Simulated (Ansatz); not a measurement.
# LaPd2 (I4/mmm) in Ansatz: convergence with wavefunction cutoff

Aim: find how far wavefunction cutoff must go before the results for LaPd2 settle, at PBE. This setting moves, with any that are tied to it; all else stays.

Program: Ansatz 0.2.0. These are calculated values, not measurements. Logs are shortened: lines on timing, memory, paths and dates and some standing lists are left out, and cuts for length are marked.

**1. Starting point**

The structure is tetragonal, space group I4/mmm (No. 139). The conventional cell has a = 4.008 Å, b = 4.008 Å, c = 8.943 Å, α = 90.00°, β = 90.00°, γ = 90.00°. La (site symmetry 4/mmm) is surrounded by 8 Pd at 3.00 Å. Around Pd (site symmetry -4m2) lie 4 Pd at 2.83 Å and 4 La at 3.00 Å.

The cell comes from a database or a generator and needn't be the stable form of this composition.

**2. With wavefunction cutoff 400 eV**

Input file input.yaml:

```yaml
crystal:
  lattice:
    - [-2.003874, 2.003874, 4.471731]
    - [2.003874, -2.003874, 4.471731]
    - [2.003874, 2.003874, -4.471731]
  atoms:
    - { symbol: La, position: [0.0, 0.0, 0.0] }
    - { symbol: Pd, position: [0.25, 0.75, 0.5] }
    - { symbol: Pd, position: [0.75, 0.25, 0.5] }
hamiltonian:
  xc: pbe
  pseudopotentials: { kind: paw, source: jth }
kpoints:
  mp_grid: { grid: [8, 8, 8] }
scf:
  occupations: { method: fermi_dirac, width: 0.1 }
output:
  forces: true
  stress: true
  eigenvalues: true
basis:
  ecutwfc: "400 eV"
```

Potentials or basis: JTH PAW.

On the command line:

```bash
ansatz run input.yaml --threads 2 --pin off --max-ram 5632MiB --backend cpu --events-out ev --progress --plain --runs-dir out
```

Standard output:

```text
Warning: basis.ecutwfc = 400 eV is below the records' recommended 1110 eV, and the density's cutoff is lower with it unless basis.ecutrho_ratio is high enough to keep the records' density cutoff: compare with a run at a higher cutoff
Warning: the checks of this La dataset prove no rule for summing its radial tables, as where they were carried onto another mesh than they were made on, and Gregory's rule is taken, under which a leading mesh point left out moves its sums only by what lay on the interval it spanned. That does not make them correct, and they differ from Quantum ESPRESSO's on this file; a re-export a fraction of a mesh step off can move them. hamiltonian.pseudopotentials.radial_quadrature: simpson_from_first_knot sums it by `pw.x`'s rule; on a PAW file no value gives `pw.x`'s numbers. What more to know: hamiltonian.pseudopotentials.radial_quadrature, in the input reference
Warning: the checks of this Pd dataset prove no rule for summing its radial tables, as where they were carried onto another mesh than they were made on, and Gregory's rule is taken, under which a leading mesh point left out moves its sums only by what lay on the interval it spanned. That does not make them correct, and they differ from Quantum ESPRESSO's on this file; a re-export a fraction of a mesh step off can move them. hamiltonian.pseudopotentials.radial_quadrature: simpson_from_first_knot sums it by `pw.x`'s rule; on a PAW file no value gives `pw.x`'s numbers. What more to know: hamiltonian.pseudopotentials.radial_quadrature, in the input reference
Warning: RAYON_NUM_THREADS=2 ignored (pool sized by the plan → 2); use --threads N
Engine: ansatz 0.2.0, x86_64-unknown-linux-gnu
Pseudopotentials: kind: paw
Pseudopotential: La, paw, valence charge 11, recommended cutoff 840 eV (normal), La.paw.azcp
Pseudopotential: Pd, paw, valence charge 18, recommended cutoff 1110 eV (normal), Pd.paw.azcp
Functional definition: PBE
  parameter kappa = 0.804
  parameter beta = 0.06672455060314922
  exchange = pbe_x(kappa = kappa, mu = beta*pi^2/3)
  correlation = pbe_c(beta = beta)
Crystal: 3 atoms, lattice volume = 71.825 Å³
Basis set: ecut = 400 eV, 1315 PW (Γ), exchange–correlation on 72×72×72 points (8 copies of the dense FFT grid, shifted against one another)
Bands: 29, of which v1, the nominal top of the filled ones, is band 24 counted from 1 (23 counted from 0)
Symmetry: 16 space group operations
Space group: I4/mmm (ITA 139), of the structure as read, at distance tolerance 4.2e-5 Å
k-points: 59 of 512
Non-local potential: La, projectors of the file, l = 0: 2, l = 1: 2, l = 2: 2, l = 3: 2
Non-local potential: Pd, projectors of the file, l = 0: 2, l = 1: 2, l = 2: 2
PAW form: soft (Blöchl's): semilocal exchange-correlation on the pseudo side does not see the compensation charge
PAW one-centre angular grid: La, 590 points (default); XC on 64 Gauss nodes
PAW one-centre angular grid: Pd, 590 points (default); XC on 134 of its mesh's 942 points in the sphere
Initial density: superposition of atomic densities (chi_scale 0.1, normalization cell, long waves kept (reshape's long-wave potential 0.00 eV rms))
Initial wavefunctions: pseudopotential atomic-orbital guess
Functional: x = pbe(κ = 0.804, μ = 0.2195149727645171), c = pbe(β = 0.06672455060314922)
SCF iter   1: F=—  HF=-20176.834042 eV  |F-HF|=—  |Δ(HF+E_count)|=         —  Δρ=4.46e-1  dr2=2.98e2  ethr=3.10e-3  ⟨swp⟩=8.5  Hψ=18641  notcnv=0
automatic band count: the SCF goes on with 34 bands, as 29 were too few: the levels above may hold too much charge
preconditioner: auto → Kerker (q_TF=auto, 2.542 Å⁻¹)  [metal: Δε(μ)=0.004 eV  Ē_g=5.880 eV  σ=0.100 eV  W_gap=0.01  n_scr=14 (ndim 8)  ℏωp=23.6 eV  f_vac=0.000  D(μ)=16.44/eV (n_scr^D=312)]
SCF iter   2: F=—  HF=-20177.642405 eV  |F-HF|=—  |Δ(HF+E_count)|=   8.08e-1  Δρ=1.52e-1  dr2=1.46e1  ethr=3.10e-3  ⟨swp⟩=9.0  Hψ=6809  notcnv=0  defer=23
SCF iter   3: F=—  HF=-20172.936162 eV  |F-HF|=—  |Δ(HF+E_count)|=    4.71e0  Δρ=9.91e-2  dr2=6.29e0  ethr=3.10e-3  ⟨swp⟩=3.8  Hψ=4305  notcnv=0  defer=175
SCF iter   4: F=—  HF=-20169.346474 eV  |F-HF|=—  |Δ(HF+E_count)|=    3.59e0  Δρ=2.93e-2  dr2=7.94e-1  ethr=3.10e-3  ⟨swp⟩=6.5  Hψ=6784  notcnv=0  defer=181
SCF iter   5: F=—  HF=-20168.976973 eV  |F-HF|=—  |Δ(HF+E_count)|=   3.70e-1  Δρ=8.44e-3  dr2=1.24e-1  ethr=1.69e-3  ⟨swp⟩=6.9  Hψ=6724  notcnv=0  defer=102
SCF iter   6: F=—  HF=-20168.957498 eV  |F-HF|=—  |Δ(HF+E_count)|=   1.95e-2  Δρ=5.40e-3  dr2=4.17e-2  ethr=2.64e-4  ⟨swp⟩=4.3  Hψ=4028  notcnv=0  defer=75
SCF iter   7: F=—  HF=-20168.949104 eV  |F-HF|=—  |Δ(HF+E_count)|=   8.39e-3  Δρ=3.37e-3  dr2=1.61e-2  ethr=8.88e-5  ⟨swp⟩=4.1  Hψ=3287  notcnv=0  defer=53
SCF iter   8: F=—  HF=-20168.944894 eV  |F-HF|=—  |Δ(HF+E_count)|=   4.21e-3  Δρ=1.14e-3  dr2=1.81e-3  ethr=3.43e-5  ⟨swp⟩=2.9  Hψ=3706  notcnv=0  defer=48
SCF iter   9: F=—  HF=-20168.944406 eV  |F-HF|=—  |Δ(HF+E_count)|=   4.88e-4  Δρ=3.87e-4  dr2=2.02e-4  ethr=3.85e-6  ⟨swp⟩=2.8  Hψ=3160  notcnv=0  defer=35
SCF iter  10: F=—  HF=-20168.944350 eV  |F-HF|=—  |Δ(HF+E_count)|=   5.65e-5  Δρ=1.75e-5  dr2=3.78e-7  ethr=4.30e-7  ⟨swp⟩=2.1  Hψ=2928  notcnv=0  defer=33
SCF iter  11: F=—  HF=-20168.944221 eV  |F-HF|=—  |Δ(HF+E_count)|=   1.29e-4  Δρ=9.68e-6  dr2=9.29e-8  ethr=2.13e-10  ⟨swp⟩=12.0  Hψ=12608  notcnv=0
SCF iter  12: F=-20168.944221 eV  HF=-20168.944221 eV  |F-HF|=1.09e-8  |Δ(HF+E_count)|=   2.06e-8  Δρ=4.49e-6  dr2=1.65e-8  ethr=1.98e-10  ⟨swp⟩=3.0  Hψ=6612  notcnv=0
SCF 1 converged in 12 iterations: F = -20168.944221 eV  dr2 = 1.65e-8
SCF converged after 12 iterations
Free energy (F): -20168.944221 eV
Harris-Foulkes:  -20168.944221 eV  (|F-HF|=1.09e-8)
Internal energy: -20168.874256 eV  (E = F + TS)
E sigma→0 (E₀):  -20168.909239 eV
Entropy (-TS):   -0.069965 eV (-23.322 meV/atom)
Fermi energy:    15.491344 eV
--- Per-component energies (eV) ---
  E_band       = -432.940713
  E_kinetic    = 987.855759
  E_local      = -4365.178296  (includes V_loc(G=0)·N_el)
  E_nonlocal   = -736.270475
  E_hartree    = 1684.320341
  E_xc         = -518.438312
  E_vxc        = -498.602800  (∫ρ·V_xc dr)
  E_paw        = -12043.224719  (= ΣΔE_a)
  E_vpaw       = 810.609992  (= ΣTr[D̂ρ^β])
  E_aug_tail   = 0.000418  (compensation charges beyond the density's cutoff)
  E_ewald      = -5177.938970
  E_smearing   = -0.069965  (= −TS)
  E_closure    = -0.000000  (closes the sum)
  Σ components = -20168.944221   (vs F -20168.944221, Δ=0.00e0)
--- Forces (eV/Å), atoms counted from 1 ---
  atom   1  La     0.00000000     0.00000000     0.00000000
  atom   2  Pd    -0.00000000    -0.00000000     0.00000000
  atom   3  Pd    -0.00000000     0.00000000     0.00000000
  max |Σ_I F_I| component: 2.08e-17 eV/Å
--- Stress (GPa, compression-positive) ---
       -0.065520       0.000000       0.000000
        0.000000      -0.065520      -0.000000
        0.000000       0.000000       0.213056
  P = ⅓ Tr σ = 0.0273 GPa (0.273 kbar)
--- Band table (eV; the first three rows and the last of 59) ---
  k-point 0: bands = ["-68.7601", "-68.7358", "-34.6511", "-34.6210", "-34.5024", "-34.5024", "-34.3590", "-34.3590", "-17.1174", "-0.8702", "-0.7711", "-0.7711", "10.3112", "11.4337", "11.5703", "11.6633", "12.4985", "12.4985", "13.1938", "13.4290", "13.4290", "14.4567", "15.2804", "15.3515", "17.1415", "17.2189", "17.2189", "17.5774", "17.6503", "17.6503", "17.8040", "17.8266", "18.0517", "18.0517"]
  k-point 1: bands = ["-68.7583", "-68.7375", "-34.6488", "-34.6232", "-34.5048", "-34.4797", "-34.3826", "-34.3571", "-17.1076", "-0.8645", "-0.8412", "-0.8223", "10.6740", "11.6115", "11.8161", "11.8567", "12.3752", "12.6453", "13.0813", "13.2981", "13.4569", "14.3287", "14.5864", "15.5732", "16.4534", "17.1205", "17.2530", "17.6192", "17.6926", "17.7705", "17.9627", "17.9669", "18.0467", "18.1138"]
  k-point 2: bands = ["-68.7540", "-68.7418", "-34.6433", "-34.6285", "-34.5106", "-34.4394", "-34.4246", "-34.3525", "-17.0840", "-0.9958", "-0.9436", "-0.8518", "11.3118", "12.0303", "12.3306", "12.3861", "12.4605", "12.8239", "12.9944", "13.0217", "13.0336", "13.6943", "13.9615", "15.8565", "16.4895", "17.0502", "17.2310", "17.6579", "17.7793", "17.8151", "18.0214", "18.0385", "18.0403", "18.4307"]
  k-point 58: bands = ["-68.7601", "-68.7358", "-34.6521", "-34.6205", "-34.5024", "-34.5024", "-34.3590", "-34.3590", "-17.1049", "-1.0101", "-0.7466", "-0.7466", "11.0745", "11.2833", "11.4674", "11.7766", "11.7766", "12.0450", "13.6209", "13.6209", "13.6598", "13.8591", "14.5075", "15.3495", "17.3359", "17.5399", "17.5973", "17.5973", "17.8515", "17.8515", "17.9414", "17.9894", "19.1762", "19.5179"]
```

Run time: 2.6 s. Hardware: 2 threads of AMD EPYC 9R45 (Zen 5), shared host; peak memory 0.45 GiB.

What came out:

* Free energy: -20168.9442 eV
* Pressure: 0.0 GPa
* Band gap on the k mesh: none (metal or under the smearing width)

**3. With wavefunction cutoff 500 eV**

Edit input.yaml of step 2 so:

```diff
@@ -21,2 +21,2 @@
 basis:
-  ecutwfc: "400 eV"
+  ecutwfc: "500 eV"
```

Potentials or basis: JTH PAW.

On the command line:

```bash
ansatz run input.yaml --threads 2 --pin off --max-ram 5632MiB --backend cpu --events-out ev --progress --plain --runs-dir out
```

Run time: 3.6 s. Hardware: 2 threads of AMD EPYC 9R45 (Zen 5), shared host; peak memory 0.51 GiB.

What came out:

```yaml
Free_energy: -20169.0727 eV
Pressure: -0.2 GPa
Band_gap_on_the_k_mesh: none (metal or under the smearing width)
```

**4. With wavefunction cutoff 600 eV**

Edit input.yaml of step 3 so:

```diff
@@ -21,2 +21,2 @@
 basis:
-  ecutwfc: "500 eV"
+  ecutwfc: "600 eV"
```

On the command line:

```bash
ansatz run input.yaml --threads 2 --pin off --max-ram 5632MiB --backend cpu --events-out ev --progress --plain --runs-dir out
```

It took 4 s on 2 threads of AMD EPYC 9R45 (Zen 5), shared host; peak memory 0.57 GiB.

What came out:

| Quantity | Value |
| --- | --- |
| Free energy | -20169.1027 eV |
| Pressure | -0.2 GPa |
| Band gap on the k mesh | none (metal or under the smearing width) |

**5. With wavefunction cutoff 700 eV**

Edit input.yaml of step 4 so:

```diff
@@ -21,2 +21,2 @@
 basis:
-  ecutwfc: "600 eV"
+  ecutwfc: "700 eV"
```

On the command line:

```bash
ansatz run input.yaml --threads 2 --pin off --max-ram 5632MiB --backend cpu --events-out ev --progress --plain --runs-dir out
```

Run time: 4.9 s. Hardware: 2 threads of AMD EPYC 9R45 (Zen 5), shared host; peak memory 0.62 GiB.

What came out:

| Item | Value |
| --- | --- |
| Free energy | -20169.1085 eV |
| Pressure | -0.3 GPa |
| Band gap on the k mesh | none (metal or under the smearing width) |

**6. With wavefunction cutoff 850 eV**

Edit input.yaml of step 5 so:

```diff
@@ -21,2 +21,2 @@
 basis:
-  ecutwfc: "700 eV"
+  ecutwfc: "850 eV"
```

Potentials or basis: JTH PAW.

On the command line:

```bash
ansatz run input.yaml --threads 2 --pin off --max-ram 5632MiB --backend cpu --events-out ev --progress --plain --runs-dir out
```

It took 6.7 s on 2 threads of AMD EPYC 9R45 (Zen 5), shared host; peak memory 0.7 GiB.

It converged, with:

| Property | Result |
| --- | --- |
| Free energy | -20169.1199 eV |
| Pressure | -0.3 GPa |
| Band gap on the k mesh | none (metal or under the smearing width) |

**7. With wavefunction cutoff 1000 eV**

Edit input.yaml of step 6 so:

```diff
@@ -21,2 +21,2 @@
 basis:
-  ecutwfc: "850 eV"
+  ecutwfc: "1000 eV"
```

On the command line:

```bash
ansatz run input.yaml --threads 2 --pin off --max-ram 5632MiB --backend cpu --events-out ev --progress --plain --runs-dir out
```

Run time: 8 s. Hardware: 2 threads of AMD EPYC 9R45 (Zen 5), shared host; peak memory 0.82 GiB.

Results (log left out):

- Free energy: -20169.1213 eV
- Pressure: -0.3 GPa
- Band gap on the k mesh: none (metal or under the smearing width)

**8. With wavefunction cutoff 1200 eV**

Edit input.yaml of step 7 so:

```diff
@@ -21,2 +21,2 @@
 basis:
-  ecutwfc: "1000 eV"
+  ecutwfc: "1200 eV"
```

On the command line:

```bash
ansatz run input.yaml --threads 2 --pin off --max-ram 5632MiB --backend cpu --events-out ev --progress --plain --runs-dir out
```

Run time: 11 s. Hardware: 2 threads of AMD EPYC 9R45 (Zen 5), shared host; peak memory 0.94 GiB.

It converged, with:

- Free energy: -20169.1233 eV
- Pressure: -0.3 GPa
- Band gap on the k mesh: none (metal or under the smearing width)

**9. With wavefunction cutoff 1400 eV**

Edit input.yaml of step 8 so:

```diff
@@ -21,2 +21,2 @@
 basis:
-  ecutwfc: "1200 eV"
+  ecutwfc: "1400 eV"
```

Potentials or basis: JTH PAW.

On the command line:

```bash
ansatz run input.yaml --threads 2 --pin off --max-ram 5632MiB --backend cpu --events-out ev --progress --plain --runs-dir out
```

Wall time 14 s (2 threads of AMD EPYC 9R45 (Zen 5), shared host); peak memory 1.2 GiB.

Results (log left out):

```
Free energy            : -20169.1237 eV
Pressure               : -0.3 GPa
Band gap on the k mesh : none (metal or under the smearing width)
```

**10. With wavefunction cutoff 1700 eV**

Edit input.yaml of step 9 so:

```diff
@@ -21,2 +21,2 @@
 basis:
-  ecutwfc: "1400 eV"
+  ecutwfc: "1700 eV"
```

On the command line:

```bash
ansatz run input.yaml --threads 2 --pin off --max-ram 5632MiB --backend cpu --events-out ev --progress --plain --runs-dir out
```

Run time: 19 s. Hardware: 2 threads of AMD EPYC 9R45 (Zen 5), shared host; peak memory 1.4 GiB.

The run converged. Its results:

| Property | Result |
| --- | --- |
| Free energy | -20169.1243 eV |
| Pressure | -0.3 GPa |
| Band gap on the k mesh | none (metal or under the smearing width) |

**11. Summary**

```
wavefunction cutoff  energy less the tightest run, at zero smearing (meV/atom)  pressure (GPa)  SCF cycles  CPU time (s)  peak memory (GiB)
             400 eV                                                      60.07            0.03          12             5               0.45
             500 eV                                                      17.22           -0.24          12             7               0.51
             600 eV                                                       7.20           -0.24          12           7.9               0.57
             700 eV                                                       5.27           -0.25          12           9.5               0.62
             850 eV                                                       1.46           -0.27          12            13                0.7
            1000 eV                                                       1.01           -0.27          12            16               0.82
            1200 eV                                                       0.34           -0.27          12            21               0.94
            1400 eV                                                       0.19           -0.27          12            27                1.2
            1700 eV                                                       0.00           -0.27          12            38                1.4
```

Against the tightest run, the energy stays within 1 meV/atom from 1200 eV on; the pressure stays within 0.1 GPa from 500 eV on. The tightest run that finished is the yardstick and may itself not be fully converged.
